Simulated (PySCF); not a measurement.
# C4H13BN2: the cost of one run

Computed with PySCF 2.14.0, with density-fitted response routines of our own, on a single molecule in the gas phase. Atoms are numbered from 0 throughout.

## (1) Starting geometry

20 atoms, charge 0, multiplicity 1; geometry from: GFN2-xTB.

Bonds of the start (Å): C0–N1 1.44, N1–C2 1.44, N1–B3 1.41, B3–N4 1.41, N4–C5 1.44, N4–C6 1.44, C0–H7 1.09, C0–H8 1.10, C0–H9 1.10, C2–H10 1.10, C2–H11 1.10, C2–H12 1.09, B3–H13 1.18, C5–H14 1.10, C5–H15 1.10, C5–H16 1.09, C6–H17 1.10, C6–H18 1.10, C6–H19 1.09.

## (2) Optimising the geometry at PBE0-D3(BJ)/def2-SVP

The job: settings as JSON, then the geometry in Å.

```
{"job": {"xc": "PBE0", "basis": "def2-SVP", "d3": "d3bj", "grid": 1, "kind": "geom"}, "charge": 0, "multiplicity": 1}
C     -1.580040     0.834170     0.954840
N     -1.241670    -0.241360     0.053610
C     -2.426440    -0.900300    -0.443310
B      0.046250    -0.673830    -0.322920
N      1.256000     0.030540    -0.156190
C      1.426000     1.431380     0.147490
C      2.530620    -0.631910    -0.302210
H     -0.718680     1.117020     1.551390
H     -2.368470     0.502120     1.640200
H     -1.958200     1.717470     0.422160
H     -3.032210    -1.293410     0.382420
H     -3.049350    -0.200040    -1.013220
H     -2.149630    -1.723680    -1.095040
H      0.118850    -1.731240    -0.836020
H      1.732980     1.595040     1.189590
H      2.208400     1.852090    -0.494720
H      0.508270     1.977530    -0.045690
H      3.102550    -0.582490     0.632470
H      3.130930    -0.158490    -1.088860
H      2.380800    -1.676320    -0.559290
```

**Question.** How long does this first job take on 8 threads of Arm Neoverse V2, shared host?

About 47 s.
